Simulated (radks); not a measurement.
**Ionisation of Mn³⁺: one atom, several choices of exchange strength α**

One table from this session's results is given with a row withheld; the runs are named, their logs left out.

Method: scalar-relativistic Kohn-Sham, spin-polarised, spherical densities, point nucleus; open shells are filled with parallel spins first. Code: radks (a radial shooting solver on a logarithmic mesh, Libxc functionals) version 1.

## What is computed

```
element       : manganese (Z = 25)
charge        : +3
electrons     : 22
configuration : [Ar] 3d4
ion           : Mn⁴⁺, [Ar] 3d3
choices       : α = 0.56; α = 0.667; α = 0.789; α = 0.899; α = 0.966; α = 1.049
```

Outer shells as boxes (Hund's rule):

Mn³⁺
```
[Ar] core
3d [↑ ][↑ ][↑ ][↑ ][  ]
```

Mn⁴⁺
```
[Ar] core
3d [↑ ][↑ ][↑ ][  ][  ]
```

Set-up of the first run:

Input:

```text
Z 25
configuration [Ar] 3d4
relativity scalar-relativistic
functional xalpha 0.56
spin polarised
nucleus point
c 137.035999084
```

Among the steps run: α = 0.56: Mn³⁺.

One of the session's tables, all rows but one given; the rest of the session is left out.

It belongs to the step «α = 0.56: Mn³⁺». From the orbitals of this run (lengths in bohr):

| level | <r> | outermost maximum (interpolated) | 90 % within | nodes |
| --- | --- | --- | --- | --- |
| 2p up | 0.2489 | 0.189 | 0.409 | 0 |
| 2p down | 0.2484 | 0.189 | 0.408 | 0 |
| 3s up | 0.8508 | 0.738 | 1.27 | 2 |
| 3s down | 0.8530 | 0.738 | 1.28 | 2 |
| 3p up | 0.8979 | 0.752 | 1.38 | 1 |
| 3p down | ? | ? | ? | ? |
| 3d up | 1.069 | 0.744 | 1.80 | 0 |
| 3d down | 1.094 | 0.750 | 1.85 | 0 |

Estimate the missing values for 3p down.

The run gave: <r>: 0.9018; outermost maximum (interpolated): 0.753; 90 % within: 1.39; nodes: 1. In the column «<r>» it lies between 3p up (0.8979) and 3d up (1.069).

Limits of these values: Open shells are spherical and high-spin; term and fine-structure splittings are not resolved.
